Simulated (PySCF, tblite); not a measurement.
# C₈H₁₁PSi: geometry, infrared bands and NMR shifts

Wanted: the infrared bands and NMR shifts of C₈H₁₁PSi (`Cc1ccc(/P=C\[SiH3])cc1`), by calculation.

Programs: tblite 0.8.0 and PySCF 2.14.0, with density-fitted response routines of our own. Each step states its level of theory. These are calculated values for one molecule in the gas phase, unless marked as measured. Atoms count from 0, in the outputs and in this text.

### 1 The molecule as given

21 atoms, charge 0, multiplicity 1; geometry from: force field or distance geometry start.

Bonds of the start (Å): C0–C1 1.49, C1–C2 1.40, C2–C3 1.39, C3–C4 1.41, C4–P5 1.82, P5–C6 1.71, C6–Si7 1.86, C4–C8 1.39, C8–C9 1.41, C9–C1 1.41, C0–H10 1.10, C0–H11 1.10, C0–H12 1.09, C2–H13 1.09, C3–H14 1.08, C6–H15 1.09, Si7–H16 1.49, Si7–H17 1.48, Si7–H18 1.49, C8–H19 1.08, C9–H20 1.08.

### 2 Geometry optimisation with GFN2-xTB

The job: settings as JSON, then the geometry in Å.

```
{"job": {"kind": "relax", "xc": "GFN2-xTB", "basis": "xTB"}, "charge": 0, "multiplicity": 1}
C     -3.502600     0.784200     0.509700
C     -2.171700     0.215600     0.166800
C     -1.258700     0.923200    -0.621300
C     -0.028800     0.385900    -0.972500
C      0.309400    -0.893300    -0.497800
P      1.919800    -1.621100    -0.936400
C      3.418400    -0.925500    -0.506900
Si     3.615100     0.634500     0.477500
C     -0.574900    -1.629200     0.274200
C     -1.823100    -1.075700     0.614900
H     -3.465400     1.877200     0.575700
H     -3.868000     0.415100     1.481000
H     -4.243100     0.512900    -0.249600
H     -1.524900     1.915600    -0.995900
H      0.644800     0.960400    -1.590400
H      4.332600    -1.445200    -0.807300
H      3.035900     0.509600     1.842100
H      5.048100     0.955300     0.631300
H      2.968400     1.790200    -0.202300
H     -0.325300    -2.622500     0.629900
H     -2.514700    -1.650400     1.218600
```

Started as:

```sh
> OMP_NUM_THREADS=1 python probes_run.py task.json out
```

The driver reads the jobs from task.json and runs them one after another.

**Question.** This job is followed by: GFN2-xTB harmonic vibrations, gas phase; GIAO PBE0/pcSseg-1 NMR shielding, non-relativistic, gas phase. What will the session give for the following? strongest single infrared mode (GFN2-xTB); zero-point energy (GFN2-xTB); 13C shifts against TMS (PBE0/pcSseg-1, means over atoms taken as alike); 1H shifts against TMS (PBE0/pcSseg-1, means over atoms taken as alike); 31P shifts against H3PO4 (PBE0/pcSseg-1); 29Si shifts against TMS (PBE0/pcSseg-1); surface potential, 1st and 99th percentile.

The runs gave:

| quantity | value |
| --- | --- |
| strongest single infrared mode (GFN2-xTB) | 801 cm⁻¹, 428 km/mol |
| zero-point energy (GFN2-xTB) | 97.3 kcal/mol |
| 13C shifts against TMS (PBE0/pcSseg-1, means over atoms taken as alike) | 198.2, 152.5, 145.2, 136.0, 134.4, 24.2 ppm |
| 1H shifts against TMS (PBE0/pcSseg-1, means over atoms taken as alike) | 9.69, 7.60, 7.56, 3.92, 2.55 ppm |
| 31P shifts against H3PO4 (PBE0/pcSseg-1) | 415.9 ppm |
| 29Si shifts against TMS (PBE0/pcSseg-1) | -86.0 ppm |
| surface potential, 1st and 99th percentile | -0.69 V and 0.89 V |

**Reading.** Over 102 steps the energy fell by 0.552 eV; of the close pairs, P5–C6 changed most, 1.707 to 1.676 Å. The lowest mode is imaginary (25i cm⁻¹), so the xTB geometry is not a minimum. Unscaled tight-binding wavenumbers are off by several per cent, some by more. Its intensities can rank the bands wrongly. At PBE0/pcSseg-1: The largest span, 972 ppm, is at P5, where the paramagnetic term is -1065 ppm. NICS(1)zz of -28 ppm above the planar ring from C1 marks a diatropic (aromatic) ring current. At PBE0/pcSseg-1, counted by nearest atom on the grid, the HOMO lies on P5 21 %; C1, C4 about 16 % each, the LUMO on P5 43 %; C6 29 %.
